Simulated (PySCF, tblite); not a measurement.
**CH₈FGeSi₂ radical: geometry, infrared bands and EPR parameters**

What infrared bands and EPR parameters should CH₈FGeSi₂ radical (`F[CH][GeH2][SiH2][SiH3]`) show?

The runs use tblite 0.8.0 and PySCF 2.14.0, with density-fitted response routines of our own; the level of theory stands in each step. All values are computed, except where a source is named. Atoms are numbered from 0 throughout.

## 1. Starting geometry

13 atoms, charge 0, multiplicity 2; geometry from: force field or distance geometry start.

Bonds of the start (Å): F0–C1 1.39, C1–Ge2 1.93, Ge2–Si3 2.34, Si3–Si4 2.25, C1–H5 1.12, Ge2–H6 1.56, Ge2–H7 1.56, Si3–H8 1.49, Si3–H9 1.45, Si4–H10 1.47, Si4–H11 1.48, Si4–H12 1.48.

## 2. Geometry optimisation with GFN2-xTB

What the job is given:

```
{"job": {"kind": "relax", "xc": "GFN2-xTB", "basis": "xTB"}, "charge": 0, "multiplicity": 2}
F      1.228000    -1.558400     1.497300
C      2.225400    -1.104700     0.641900
Ge     1.343300    -0.235300    -0.842000
Si    -0.282600     1.135000     0.130000
Si    -2.185900    -0.046500    -0.019900
H      2.769400    -0.301000     1.199000
H      0.685200    -1.371400    -1.690000
H      2.329400     0.618300    -1.695400
H      0.032800     1.338600     1.573000
H     -0.393400     2.409100    -0.552100
H     -3.007500     0.142500     1.181000
H     -2.857900     0.457200    -1.240900
H     -1.890700    -1.482800    -0.199800
```

Launch:

```console
$ OMP_NUM_THREADS=1 python probes_run.py task.json out
```

One launch serves the whole session: the jobs run in the order shown.

**Question.** This job is followed by: GFN2-xTB harmonic vibrations, gas phase; UKS B3LYP, def2-TZVP-core on Ge, pcH-1 on C F H Si, non-relativistic, mean-field spin-orbit, GIAO. Predict these results of the whole session: strongest single infrared mode (GFN2-xTB); zero-point energy (GFN2-xTB); g(iso) (B3LYP); ⟨S²⟩; largest a(iso) (averaged by class); potential on the surface of density 0.002 e/bohr³, 1st and 99th percentile.

The runs gave:

| quantity | value |
| --- | --- |
| strongest single infrared mode (GFN2-xTB) | 766 cm⁻¹, 587 km/mol |
| zero-point energy (GFN2-xTB) | 43.8 kcal/mol |
| g(iso) (B3LYP) | 2.00288 |
| ⟨S²⟩ | 0.754 (exact 0.75) |
| largest a(iso) (averaged by class) | 13C on C1, 169.7 MHz |
| potential on the surface of density 0.002 e/bohr³, 1st and 99th percentile | -0.77 V and 1.30 V |

The optimisation took 82 steps and gained 0.498 eV; among the close pairs (by a distance rule), Si3–Si4 changed most, from 2.245 to 2.324 Å. The lowest mode is imaginary (27i cm⁻¹), so the xTB geometry is not a minimum: the zero-point energy counts the real modes alone, and all values at this geometry belong to a saddle point. The strongest single mode, at 766 cm⁻¹, moves mainly H12, H11 and H10. Unscaled tight-binding wavenumbers are off by several per cent, some by more. Its intensities can rank the bands wrongly. C1 carries the largest spin population, 0.91 e. The isotropic g lies 0.6 ppt above the free-electron value. The hyperfine terms hold no scalar relativity, which the heavier nuclei need. These values are for one conformer; the search (at its own cheap level) found 2 more, at 0.22, 0.28 kcal/mol, and measured spectra average over such forms.
